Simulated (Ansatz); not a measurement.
# BrFH4Sn: search for a transition state

Is there a first-order saddle for this four-centre ligand exchange, which should form Sn1–Br7, F2–H6 and break Sn1–F2, H6–Br7, and which two structures does it connect?

Computed with Ansatz 0.2.0, Gaussian basis. Level: PBE0-D4, def2-SVP first, then def2-TZVP.

145 further runs of the same task are left out: 2 that didn't finish, 143 set aside as unsound or not needed.

**1. The starting structure**

The guess: 7 atoms, charge 0, spin multiplicity 1.

Atoms are counted from 1 here; the program's logs count them from 0.

Bond lengths: Sn1–F2 2.371 Å, Sn1–H3 1.688 Å, Sn1–H4 1.723 Å, Sn1–H5 1.687 Å, Sn1–Br7 2.805 Å, H6–Br7 1.504 Å. Angles: F2–Sn1–H3 81.0°, F2–Sn1–H4 152.0°, F2–Sn1–H5 81.0°, F2–Sn1–Br7 63.4°, H3–Sn1–H4 110.2°, H3–Sn1–H5 124.3°, H3–Sn1–Br7 109.0°, H4–Sn1–H5 110.2°, H4–Sn1–Br7 88.6°, H5–Sn1–Br7 108.8°, Sn1–Br7–H6 69.0°.

Coordinates:

```csv
atom,x (Å),y (Å),z (Å)
Sn1,-0.6899,-0.4770,0.0173
F2,1.6327,-0.3358,0.4737
H3,-0.1371,-1.6502,-1.0625
H4,-2.1739,0.1953,-0.5449
H5,-0.7380,-0.6742,1.6925
H6,1.5453,0.9773,-0.0066
Br7,0.5609,1.9647,-0.5695
```

Distances that are to change: Sn1–Br7 2.81 Å, F2–H6 1.40 Å, Sn1–F2 2.37 Å, H6–Br7 1.50 Å.

**2. Constrained relaxation of the guess**

The input, hold/in.yaml:

```yaml
crystal:
  periodic: [false, false, false]
  atoms:
    - {symbol: Sn, position_ang: [-0.689900, -0.477000, 0.017300]}
    - {symbol: F, position_ang: [1.632700, -0.335800, 0.473700]}
    - {symbol: H, position_ang: [-0.137100, -1.650200, -1.062500]}
    - {symbol: H, position_ang: [-2.173900, 0.195300, -0.544900]}
    - {symbol: H, position_ang: [-0.738000, -0.674200, 1.692500]}
    - {symbol: H, position_ang: [1.545300, 0.977300, -0.006600]}
    - {symbol: Br, position_ang: [0.560900, 1.964700, -0.569500]}
basis:
  gaussian: {orbitals: def2-SVP}
hamiltonian: {xc: pbe0, dispersion: d4}
relax: {f_tol: 0.04, max_steps: 150, escape_saddle: false, constraints: [{distance: [0, 6]}, {distance: [1, 5]}, {distance: [0, 1]}, {distance: [5, 6]}]}
```

On the command line:

```bash
ansatz run in.yaml --threads 4 --pin off --events-out ev --progress --plain --max-ram 9574MiB
```

The program printed, shortened:

```text
Functional definition: PBE0
  name "PBE0"
  cite "Adamo & Barone, J. Chem. Phys. 110, 6158 (1999) doi:10.1063/1.478522"
  cite "Perdew, Burke & Ernzerhof, Phys. Rev. Lett. 77, 3865 (1996) doi:10.1103/PhysRevLett.77.3865"
  parent pbe
[...]
1052 factors; integrals over basis functions are off by at most 3.9e-4 eV
[...]
mean field -78637.63239512 eV, -2889.8796880192 hartree, gradient 3.3e-5 eV, S^2 0.000000; 0 other end points of the search recorded, 0 dependent functions left out
[...]
reference -78637.63242375 eV, -2889.8796890710 hartree; 35, 35 occupied and 57, 57 virtual orbitals, 1052 factors
relax step   1: F+E_penalty+E_count = -78637.74858168 eV  Δ(F+E_penalty+E_count) = +0.000e0 eV  max|allowed force component| = 2.366e-1 eV/Å  Δτ_max = 0.0000 Å  (25 SCF iters, accepted)
[...]
relax step   2: F+E_penalty+E_count = -78637.77777877 eV  Δ(F+E_penalty+E_count) = -2.920e-2 eV  max|allowed force component| = 2.228e-1 eV/Å  Δτ_max = 0.1776 Å  (29 SCF iters, accepted)
[...]
relax step   3: F+E_penalty+E_count = -78637.79832396 eV  Δ(F+E_penalty+E_count) = -2.055e-2 eV  max|allowed force component| = 2.872e-2 eV/Å  Δτ_max = 0.0605 Å  (29 SCF iters, accepted)
  distance Sn 0 - Br 6 held at 2.805483 Å   reaction = -2.1322e-1 eV/Å
  distance F 1 - H 5 held at 1.400913 Å   reaction = +1.3430e0 eV/Å
  distance Sn 0 - F 1 held at 2.371225 Å   reaction = +1.1632e0 eV/Å
  distance H 5 - Br 6 held at 1.503615 Å   reaction = -1.2059e0 eV/Å
1052 factors; integrals over basis functions are off by at most 3.6e-4 eV
[...]
mean field -78637.68261889 eV, -2889.8815337084 hartree, gradient 1.1e-5 eV, S^2 0.000000; 1 other end points of the search recorded, 0 dependent functions left out
[...]
reference -78637.68264778 eV, -2889.8815347702 hartree; 35, 35 occupied and 57, 57 virtual orbitals, 1052 factors
Total energy: -78637.79835285 eV, -2889.8857868532 hartree
Atom 0 at    -0.641101    -0.478090     0.028548 Å, force     1.055199    -0.114962     0.271062 eV/Å
Atom 1 at     1.681503    -0.296937     0.470592 Å, force    -1.301263     1.163495    -0.692549 eV/Å
Atom 2 at    -0.201298    -1.733989    -1.035082 Å, force    -0.019841     0.016007     0.016155 eV/Å
Atom 3 at    -2.077956     0.276879    -0.552719 Å, force     0.019287    -0.004871     0.005765 eV/Å
Atom 4 at    -0.798536    -0.765729     1.700213 Å, force    -0.010250    -0.000030    -0.028717 eV/Å
Atom 5 at     1.507605     1.002110    -0.024177 Å, force     0.961655    -2.034244     0.925156 eV/Å
Atom 6 at     0.529783     1.995855    -0.587374 Å, force    -0.704786     0.974606    -0.496872 eV/Å
Dipole moment:    -0.520857    -0.049861    -0.095813 e Å
```

Run time: 5.5 s. Hardware: 4 threads of Arm Neoverse V2, shared host.

The steps of the relaxation:

```csv
step,energy from step 1 (eV),largest force component (eV/Å)
1,0.0000,0.2366
2,-0.0292,0.2228
3,-0.0497,0.0287
```

Distances of close pairs at the start and the end, largest changes first:

```csv
bond,before (Å),after (Å),change (Å)
Sn1–H5,1.687,1.704,+0.016
Sn1–H3,1.688,1.704,+0.016
Sn1–H4,1.723,1.724,+0.001
Sn1–F2,2.371,2.371,+0.000
H6–Br7,1.504,1.504,-0.000
Sn1–Br7,2.805,2.805,+0.000
```

**3. Force constants to start from**

The input, hessian/in.yaml:

```yaml
crystal:
  periodic: [false, false, false]
  atoms:
    - {symbol: Sn, position_ang: [-0.641101, -0.478090, 0.028548]}
    - {symbol: F, position_ang: [1.681503, -0.296937, 0.470592]}
    - {symbol: H, position_ang: [-0.201298, -1.733989, -1.035082]}
    - {symbol: H, position_ang: [-2.077956, 0.276879, -0.552719]}
    - {symbol: H, position_ang: [-0.798536, -0.765729, 1.700213]}
    - {symbol: H, position_ang: [1.507605, 1.002110, -0.024177]}
    - {symbol: Br, position_ang: [0.529783, 1.995855, -0.587374]}
basis:
  gaussian: {orbitals: def2-SVP}
hamiltonian: {xc: pbe0, dispersion: d4}
phonons: {}
scf: {lower_state_search: off}
```

On the command line:

```bash
ansatz run in.yaml --threads 4 --pin off --events-out ev --progress --plain --max-ram 9574MiB
```

The program printed, shortened:

```text
[... 5 set-up lines as earlier in the session ...]
[...]
1052 factors; integrals over basis functions are off by at most 3.6e-4 eV
[...]
mean field -78637.68260939 eV, -2889.8815333592 hartree, gradient 2.2e-6 eV, S^2 0.000000; 0 other end points of the search recorded, 0 dependent functions left out
[...]
reference -78637.68263833 eV, -2889.8815344231 hartree; 35, 35 occupied and 57, 57 virtual orbitals, 1052 factors
[... from here to the last solve, the lines of the solves are left out (41 solves) ...]
1052 factors; integrals over basis functions are off by at most 3.6e-4 eV
mean field -78637.68385133 eV, -2889.8815790000 hartree, gradient 1.2e-6 eV, S^2 0.000000; 0 other end points of the search recorded, 0 dependent functions left out
[...]
WARN: phonons: modes at or below zero, which the zero-point energy, F, S and C_V leave out: 1, the lowest at -563.47 cm⁻¹. A minimum has none, and a first-order saddle one
[...]
Total energy: -78637.79834341 eV, -2889.8857865061 hartree
Atom 0 at    -0.641101    -0.478090     0.028548 Å, force     1.055223    -0.114950     0.271061 eV/Å
Atom 1 at     1.681503    -0.296937     0.470592 Å, force    -1.301255     1.163484    -0.692543 eV/Å
Atom 2 at    -0.201298    -1.733989    -1.035082 Å, force    -0.019835     0.016014     0.016145 eV/Å
Atom 3 at    -2.077956     0.276879    -0.552719 Å, force     0.019269    -0.004883     0.005766 eV/Å
Atom 4 at    -0.798536    -0.765729     1.700213 Å, force    -0.010247    -0.000018    -0.028710 eV/Å
Atom 5 at     1.507605     1.002110    -0.024177 Å, force     0.961622    -2.034273     0.925159 eV/Å
Atom 6 at     0.529783     1.995855    -0.587374 Å, force    -0.704777     0.974627    -0.496878 eV/Å
Dipole moment:    -0.520857    -0.049860    -0.095813 e Å
Vibrations: -563.47 86.83 156.86 297.78 409.11 492.51 576.32 673.68 696.85 742.31 758.44 1756.08 1901.02 1959.60 1987.47 cm⁻¹, zero-point energy 0.774582 eV
Checks for a lower state left out: stability, starts, cluster_reference, orbital_swaps, neighbouring_geometries, increment
```

Run time: 38 s. Hardware: 4 threads of Arm Neoverse V2, shared host.

The structure is not stationary yet, so these wavenumbers are no spectrum; the search needs only the force constants.

**4. Saddle search in the small basis**

A small driver takes partitioned rational-function steps: uphill along one mode, downhill along the rest. It calls the program once a step for energy and forces and updates the Hessian by Bofill's formula. It stops when the largest force is under 0.04 eV/Å and the followed curvature is negative. The first step's input:

The input, presaddle/in.yaml:

```yaml
crystal:
  periodic: [false, false, false]
  atoms:
    - {symbol: Sn, position_ang: [-0.641101, -0.478090, 0.028548]}
    - {symbol: F, position_ang: [1.681503, -0.296937, 0.470592]}
    - {symbol: H, position_ang: [-0.201298, -1.733989, -1.035082]}
    - {symbol: H, position_ang: [-2.077956, 0.276879, -0.552719]}
    - {symbol: H, position_ang: [-0.798536, -0.765729, 1.700213]}
    - {symbol: H, position_ang: [1.507605, 1.002110, -0.024177]}
    - {symbol: Br, position_ang: [0.529783, 1.995855, -0.587374]}
basis:
  gaussian: {orbitals: def2-SVP}
hamiltonian: {xc: pbe0, dispersion: d4}
output: {forces: true}
scf: {lower_state_search: off}
```

On the command line:

```bash
ansatz run in.yaml --threads 4 --pin off --events-out ev --progress --plain --max-ram 9574MiB
```

Step by step:

```csv
step,energy (eV),largest force (eV/Å),followed curvature (eV/Å²)
1,-78637.79833,2.0343,-5.91
2,-78638.13631,1.0738,-5.84
3,-78638.22591,1.0731,-5.91
4,-78638.03270,1.1150,-5.75
5,-78638.21069,0.6607,-5.59
6,-78638.24915,0.5350,-5.48
7,-78638.25802,0.1456,-5.57
8,-78638.25891,0.0388,-5.53
```

The 8 steps took 7.2 s in all (4 threads of Arm Neoverse V2, shared host).

**5. Saddle search in triple zeta**

A small driver takes partitioned rational-function steps: uphill along one mode, downhill along the rest. It calls the program once a step for energy and forces and updates the Hessian by Bofill's formula. It stops when the largest force is under 0.01 eV/Å and the followed curvature is negative. The first step's input:

The input, saddle/in.yaml:

```yaml
crystal:
  periodic: [false, false, false]
  atoms:
    - {symbol: Sn, position_ang: [-0.599546, -0.581636, 0.073099]}
    - {symbol: F, position_ang: [1.459498, -0.164571, 0.359219]}
    - {symbol: H, position_ang: [-0.230648, -1.900958, -0.941037]}
    - {symbol: H, position_ang: [-1.850292, 0.382372, -0.553634]}
    - {symbol: H, position_ang: [-0.812017, -0.933636, 1.726185]}
    - {symbol: H, position_ang: [1.409471, 0.941124, -0.029414]}
    - {symbol: Br, position_ang: [0.623533, 2.257406, -0.634417]}
basis:
  gaussian: {orbitals: def2-TZVP}
hamiltonian: {xc: pbe0, dispersion: d4}
output: {forces: true}
scf: {lower_state_search: off}
```

On the command line:

```bash
ansatz run in.yaml --threads 4 --pin off --events-out ev --progress --plain --max-ram 9574MiB
```

The driver's record:

```csv
step,energy (eV),largest force (eV/Å),followed curvature (eV/Å²)
1,-78650.46928,0.1489,-5.53
2,-78650.47315,0.0603,-5.32
3,-78650.47524,0.0596,-5.52
4,-78650.47767,0.3280,-5.53
5,-78650.49809,0.3626,-5.70
6,-78650.54178,0.7526,-5.68
7,-78650.56546,0.4546,-4.81
8,-78650.56226,0.4193,-4.29
9,-78650.57096,0.6253,-4.75
10,-78650.58329,0.4590,-4.57
11,-78650.59521,0.2446,-4.24
12,-78650.59970,0.1536,-5.05
13,-78650.59998,0.1389,-5.41
14,-78650.60229,0.0877,-5.24
15,-78650.59464,0.3781,-5.55
16,-78650.60391,0.1091,-5.81
17,-78650.60253,0.0944,-5.80
18,-78650.60565,0.0545,-5.79
19,-78650.60746,0.0874,-5.83
20,-78650.60861,0.0755,-5.82
21,-78650.61029,0.0619,-5.82
22,-78650.61071,0.0827,-6.16
23,-78650.61085,0.0837,-6.20
24,-78650.61113,0.0138,-6.32
25,-78650.61129,0.0249,-6.27
26,-78650.61137,0.0066,-6.23
```

The 26 steps took 47 s in all (4 threads of Arm Neoverse V2, shared host).

Geometry at the end of the search:

```xyz
7
charge 0, multiplicity 1
Sn   -0.5925   -0.5497    0.0394
F     1.4573   -0.2006   -0.4448
H    -0.2760   -2.1684   -0.4065
H    -1.6179    0.2041   -1.0721
H    -0.8564   -0.4105    1.7028
H     1.3886    0.8726   -0.1835
Br    0.4969    2.2526    0.3647
```

Followed mode, largest move set to 1: H6 (0.35, -0.92, -0.17); F2 (0.38, 0.43, -0.10); H3 (0.32, 0.35, 0.11); Br7 (-0.32, -0.32, 0.17).

**6. Checking the order of the point**

The input, vib/in.yaml:

```yaml
crystal:
  periodic: [false, false, false]
  atoms:
    - {symbol: Sn, position_ang: [-0.592486, -0.549684, 0.039395]}
    - {symbol: F, position_ang: [1.457261, -0.200598, -0.444768]}
    - {symbol: H, position_ang: [-0.276043, -2.168409, -0.406487]}
    - {symbol: H, position_ang: [-1.617853, 0.204147, -1.072142]}
    - {symbol: H, position_ang: [-0.856368, -0.410496, 1.702791]}
    - {symbol: H, position_ang: [1.388610, 0.872563, -0.183530]}
    - {symbol: Br, position_ang: [0.496879, 2.252576, 0.364741]}
basis:
  gaussian: {orbitals: def2-TZVP}
hamiltonian: {xc: pbe0, dispersion: d4}
phonons: {temperatures: {t_min: 298.15, t_max: 900, t_step: 200}}
```

On the command line:

```bash
ansatz run in.yaml --threads 4 --pin off --events-out ev --progress --plain --max-ram 9574MiB
```

The program printed, shortened:

```text
[... 5 set-up lines as earlier in the session ...]
[...]
1206 factors; their error is unknown
[...]
mean field -78650.49624943 eV, -2890.3524259453 hartree, gradient 4.5e-5 eV, S^2 0.000000; 0 other end points of the search recorded, 0 dependent functions left out
[...]
reference -78650.49628289 eV, -2890.3524271751 hartree; 35, 35 occupied and 118, 118 virtual orbitals, 1206 factors
[... from here to the last solve, the lines of the solves are left out (41 solves) ...]
1206 factors; their error is unknown
mean field -78650.49624123 eV, -2890.3524256440 hartree, gradient 1.4e-6 eV, S^2 0.000000; 0 other end points of the search recorded, 0 dependent functions left out
[...]
reference -78650.49627469 eV, -2890.3524268737 hartree; 35, 35 occupied and 118, 118 virtual orbitals, 1206 factors
WARN: phonons: modes at or below zero, which the zero-point energy, F, S and C_V leave out: 1, the lowest at -220.89 cm⁻¹. A minimum has none, and a first-order saddle one
Total energy: -78650.61137196 eV, -2890.3566566204 hartree
Atom 0 at    -0.592486    -0.549684     0.039395 Å, force     0.000483    -0.001818     0.002583 eV/Å
Atom 1 at     1.457261    -0.200598    -0.444768 Å, force     0.001731     0.000640     0.005737 eV/Å
Atom 2 at    -0.276043    -2.168409    -0.406487 Å, force    -0.001369     0.006491     0.002007 eV/Å
Atom 3 at    -1.617853     0.204147    -1.072142 Å, force    -0.000916    -0.000855    -0.003048 eV/Å
Atom 4 at    -0.856368    -0.410496     1.702791 Å, force     0.000035    -0.004583    -0.001209 eV/Å
Atom 5 at     1.388610     0.872563    -0.183530 Å, force    -0.006610     0.006468    -0.005318 eV/Å
Atom 6 at     0.496879     2.252576     0.364741 Å, force     0.006646    -0.006342    -0.000751 eV/Å
Dipole moment:    -0.432594    -0.644030    -0.024395 e Å
Vibrations: -220.89 146.50 212.26 377.32 459.84 502.96 656.93 712.59 729.27 837.84 1040.51 1439.13 1954.12 1996.20 2025.24 cm⁻¹, zero-point energy 0.811520 eV
```

Run time: 73 s. Hardware: 4 threads of Arm Neoverse V2, shared host.

Wavenumbers and character of the modes:

```csv
mode,wavenumber (cm⁻¹),character
1,221i,"changes F2–H6, Sn1–F2, H6–Br7"
2,146,torsion
3,212,Sn–Br and Sn–F stretch
4,377,Br–H stretch with bend
5,460,bend with torsion
6,503,bend
7,657,bend with torsion
8,713,bend
9,729,bend with torsion
10,838,torsion
11,1041,bend
12,1439,F–H stretch with bend
13,1954,Sn–H stretch
14,1996,Sn–H stretch
15,2025,Sn–H stretch
```

Vibrational sums (real modes only):

```csv
T (K),entropy (J/mol/K),heat capacity (J/mol/K)
298,35.2,47.6
498,65.4,70.2
698,91.6,84.3
898,114.0,93.5
```

**7. Relaxing after a step of 0.30 Å one way along the mode**

The input, downa/in.yaml:

```yaml
crystal:
  periodic: [false, false, false]
  atoms:
    - {symbol: Sn, position_ang: [-0.641358, -0.420330, 0.026214]}
    - {symbol: F, position_ang: [1.570542, -0.072493, -0.475153]}
    - {symbol: H, position_ang: [-0.179044, -2.062220, -0.373852]}
    - {symbol: H, position_ang: [-1.734805, 0.177724, -1.066557]}
    - {symbol: H, position_ang: [-0.907251, -0.375945, 1.709835]}
    - {symbol: H, position_ang: [1.492189, 0.595788, -0.235169]}
    - {symbol: Br, position_ang: [0.399726, 2.157576, 0.414682]}
basis:
  gaussian: {orbitals: def2-TZVP}
hamiltonian: {xc: pbe0, dispersion: d4}
relax: {f_tol: 0.005, max_steps: 200}
```

On the command line:

```bash
ansatz run in.yaml --threads 4 --pin off --events-out ev --progress --plain --max-ram 9574MiB
```

The program printed, shortened:

```text
[... 5 set-up lines as earlier in the session ...]
[...]
1206 factors; their error is unknown
[...]
mean field -78647.73527512 eV, -2890.2509620111 hartree, gradient 6.7e-5 eV, S^2 0.000000; 0 other end points of the search recorded, 0 dependent functions left out
[...]
reference -78647.73530799 eV, -2890.2509632191 hartree; 35, 35 occupied and 118, 118 virtual orbitals, 1206 factors
relax step   1: F+E_penalty+E_count = -78647.85075573 eV  Δ(F+E_penalty+E_count) = +0.000e0 eV  max|allowed force component| = 2.808e1 eV/Å  Δτ_max = 0.0000 Å  (26 SCF iters, accepted)
[...]
reference -78651.38938236 eV, -2890.3852479753 hartree; 35, 35 occupied and 118, 118 virtual orbitals, 1206 factors
Total energy: -78651.49495822 eV, -2890.3891278167 hartree
Atom 0 at    -1.082201    -0.288676     0.227200 Å, force     0.001186     0.000437    -0.000263 eV/Å
Atom 1 at     2.670087    -0.130152    -0.738596 Å, force    -0.000395     0.000695     0.000406 eV/Å
Atom 2 at    -0.032240    -1.491643    -0.337719 Å, force    -0.000974     0.000042     0.000069 eV/Å
Atom 3 at    -2.357883     0.064324    -0.836395 Å, force    -0.000122    -0.000152     0.000329 eV/Å
Atom 4 at    -1.605604    -0.528527     1.824576 Å, force     0.000065    -0.000066    -0.000232 eV/Å
Atom 5 at     2.119653     0.562003    -0.446258 Å, force     0.000760    -0.000528    -0.000143 eV/Å
Atom 6 at     0.288187     1.812771     0.307191 Å, force    -0.000520    -0.000428    -0.000166 eV/Å
Dipole moment:    -0.693557    -0.173796     0.147434 e Å
```

Run time: 34 s. Hardware: 4 threads of Arm Neoverse V2, shared host.

Step by step:

```csv
step,energy from step 1 (eV),largest force component (eV/Å)
1,0.0000,28.0813
2,-2.8935,0.5856
3,-3.0122,1.1351
4,-3.1945,1.4409
5,-3.3745,1.4853
6,-3.5112,1.3026
7,-3.5826,1.3014
8,-3.6287,0.2200
9,-3.6375,0.1337
10,-3.6424,0.0649
11,-3.6430,0.1832
12,-3.6439,0.1126
13,-3.6442,0.0062
14,-3.6442,0.0012
```

Distances of close pairs at the start and the end, largest changes first:

```csv
bond,before (Å),after (Å),change (Å)
Sn1–F2,2.295,3.878,+1.583
Sn1–Br7,2.807,2.510,-0.297
F2–H6,0.714,0.931,+0.217
Sn1–H3,1.752,1.694,-0.058
Sn1–H4,1.658,1.698,+0.040
Sn1–H5,1.705,1.698,-0.007
```

**8. Relaxing after a step of 0.30 Å the other way along the mode**

The input, downb/in.yaml:

```yaml
crystal:
  periodic: [false, false, false]
  atoms:
    - {symbol: Sn, position_ang: [-0.543613, -0.679039, 0.052577]}
    - {symbol: F, position_ang: [1.343979, -0.328703, -0.414383]}
    - {symbol: H, position_ang: [-0.373042, -2.274598, -0.439122]}
    - {symbol: H, position_ang: [-1.500901, 0.230570, -1.077728]}
    - {symbol: H, position_ang: [-0.805486, -0.445046, 1.695747]}
    - {symbol: H, position_ang: [1.285030, 1.149339, -0.131891]}
    - {symbol: Br, position_ang: [0.594033, 2.347577, 0.314800]}
basis:
  gaussian: {orbitals: def2-TZVP}
hamiltonian: {xc: pbe0, dispersion: d4}
relax: {f_tol: 0.005, max_steps: 200}
```

On the command line:

```bash
ansatz run in.yaml --threads 4 --pin off --events-out ev --progress --plain --max-ram 9574MiB
```

The program printed, shortened:

```text
[... 5 set-up lines as earlier in the session ...]
[...]
1206 factors; their error is unknown
[...]
mean field -78650.61553667 eV, -2890.3568096705 hartree, gradient 2.9e-5 eV, S^2 0.000000; 0 other end points of the search recorded, 0 dependent functions left out
[...]
reference -78650.61557026 eV, -2890.3568109051 hartree; 35, 35 occupied and 118, 118 virtual orbitals, 1206 factors
relax step   1: F+E_penalty+E_count = -78650.72980112 eV  Δ(F+E_penalty+E_count) = +0.000e0 eV  max|allowed force component| = 8.730e-1 eV/Å  Δτ_max = 0.0000 Å  (27 SCF iters, accepted)
[...]
reference -78650.86734322 eV, -2890.3660633907 hartree; 35, 35 occupied and 118, 118 virtual orbitals, 1206 factors
Total energy: -78650.96407320 eV, -2890.3696181518 hartree
Atom 0 at    -0.638513    -0.939751    -0.031601 Å, force    -0.001532    -0.000067     0.000329 eV/Å
Atom 1 at     1.145297    -0.226808    -0.364810 Å, force     0.001148     0.000688    -0.000018 eV/Å
Atom 2 at    -0.474853    -2.580731    -0.435189 Å, force     0.000357     0.000492    -0.000119 eV/Å
Atom 3 at    -1.631382    -0.050409    -1.080767 Å, force    -0.000375    -0.000531     0.000014 eV/Å
Atom 4 at    -0.891281    -0.640748     1.618891 Å, force    -0.000401    -0.000317     0.000166 eV/Å
Atom 5 at     1.359670     1.531908    -0.035881 Å, force     0.000275     0.004580     0.000708 eV/Å
Atom 6 at     1.131062     2.906639     0.329356 Å, force     0.000530    -0.004845    -0.001081 eV/Å
Dipole moment:    -0.585635    -0.627556     0.022767 e Å
```

Run time: 24 s. Hardware: 4 threads of Arm Neoverse V2, shared host.

Along the way:

```csv
step,energy from step 1 (eV),largest force component (eV/Å)
1,0.0000,0.8730
2,-0.1486,0.4664
3,-0.1851,0.4702
4,-0.2281,0.0413
5,-0.2309,0.1198
6,-0.2315,0.0927
7,-0.2341,0.0557
8,-0.2339,0.0512
9,-0.2342,0.0013
10,-0.2342,0.0048
```

Distances of close pairs at the start and the end, largest changes first:

```csv
bond,before (Å),after (Å),change (Å)
Sn1–H4,1.738,1.696,-0.042
Sn1–F2,1.976,1.950,-0.026
Sn1–H3,1.678,1.698,+0.019
Sn1–H5,1.680,1.696,+0.016
H6–Br7,1.454,1.441,-0.013
```

**9. What the saddle joins**

```csv
pair,start side (Å),saddle (Å),end side (Å)
Sn1–Br7,4.249,3.024,2.510
F2–H6,1.802,1.107,0.931
Sn1–F2,1.950,2.135,3.878
H6–Br7,1.441,1.732,2.342
```

**10. What came out**

| quantity | value |
| --- | --- |
| imaginary mode | 221i cm⁻¹ |
| barrier from the start side | 0.353 eV |
| barrier from the end side | 0.884 eV |
| energy of the step | -0.531 eV |
| pairs that change | Sn1–Br7 formed, F2–H6 formed, Sn1–F2 broken, H6–Br7 broken |
| zero-point energy at the saddle | 0.812 eV |

What this shows: One imaginary mode, 221i cm⁻¹, makes this a first-order saddle. Going downhill both ways gives the intended start and end. At PBE0-D4/def2-TZVP the electronic barrier is 0.353 eV, about 14 kT at 298 K, and the step runs 0.531 eV downhill. A step off the saddle overshot and began above it in energy, so the link to its end is likely but not proven. The ends are the nearest minima, not always the lowest complexes.
